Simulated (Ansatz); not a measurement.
# C2H11NO3Si2: the cost of one run

Program: Ansatz 0.2.0. Level of theory: RKS r2SCAN-D4/STO-3G. These are calculated values, not measurements.

### Step 1. The system as given

Bond lengths (14 of 18 bonds, heavy atoms first): Si1–O2 1.680 Å, O2–Si3 1.680 Å, Si1–O7 1.680 Å, O7–C8 1.420 Å, Si1–N12 1.819 Å, Si1–O15 1.679 Å, O15–C16 1.420 Å, Si3–H4 1.460 Å, Si3–H5 1.460 Å, Si3–H6 1.460 Å, C8–H9 1.110 Å, C8–H10 1.110 Å, C8–H11 1.110 Å, N12–H13 1.060 Å. Angles (14 of 30 angles, heavy atoms first): Si1–O2–Si3 125.0°, O2–Si1–O7 109.4°, O2–Si1–N12 109.5°, O2–Si1–O15 109.5°, O7–Si1–N12 109.5°, O7–Si1–O15 109.5°, N12–Si1–O15 109.5°, Si1–O7–C8 125.0°, Si1–O15–C16 125.0°, O2–Si3–H4 109.5°, O2–Si3–H5 109.5°, O2–Si3–H6 109.5°, O7–C8–H9 109.5°, O7–C8–H10 109.5°.

The coordinates stand in the first input below.

### Step 2. Preparing the start

input.yaml reads:

```yaml
crystal:
  periodic: [false, false, false]
  atoms:
    - { symbol: Si, position_ang: [0.0, 0.0, 0.0] }
    - { symbol: O, position_ang: [0.0, 0.0, 1.68] }
    - { symbol: Si, position_ang: [-1.3147, -0.4067, 2.6436] }
    - { symbol: H, position_ang: [-2.239, -1.2403, 1.8804] }
    - { symbol: H, position_ang: [-0.8506, -1.1432, 3.8157] }
    - { symbol: H, position_ang: [-1.9987, 0.8095, 3.0733] }
    - { symbol: O, position_ang: [1.5842, 0.0, -0.5594] }
    - { symbol: C, position_ang: [2.3503, -1.1632, -0.836] }
    - { symbol: H, position_ang: [1.7187, -1.9052, -1.3675] }
    - { symbol: H, position_ang: [3.2179, -0.8926, -1.4733] }
    - { symbol: H, position_ang: [2.7141, -1.6023, 0.1163] }
    - { symbol: "N", position_ang: [-0.8572, 1.4851, -0.6061] }
    - { symbol: H, position_ang: [-1.8773, 1.43, -0.8888] }
    - { symbol: H, position_ang: [-0.3367, 2.4058, -0.6766] }
    - { symbol: O, position_ang: [-0.7913, -1.3709, -0.5594] }
    - { symbol: C, position_ang: [-1.5365, -2.2685, 0.2501] }
    - { symbol: H, position_ang: [-1.2251, -2.1576, 1.3097] }
    - { symbol: H, position_ang: [-2.6187, -2.04, 0.1571] }
    - { symbol: H, position_ang: [-1.349, -3.3106, -0.083] }
basis:
  gaussian: { orbitals: STO-3G }
hamiltonian:
  xc: r2scan
  dispersion: d4
relax:
  f_tol: 0.02
  max_steps: 40
```

Started as:

```bash
$ ansatz run input.yaml --threads 1 --pin off --max-ram 2048MiB --backend cpu --events-out ev --progress --plain --runs-dir out
```

What time and memory should one allow on 1 thread of Arm Neoverse V2, shared host?

About 4.8 min, with a peak of 0.2 GiB.
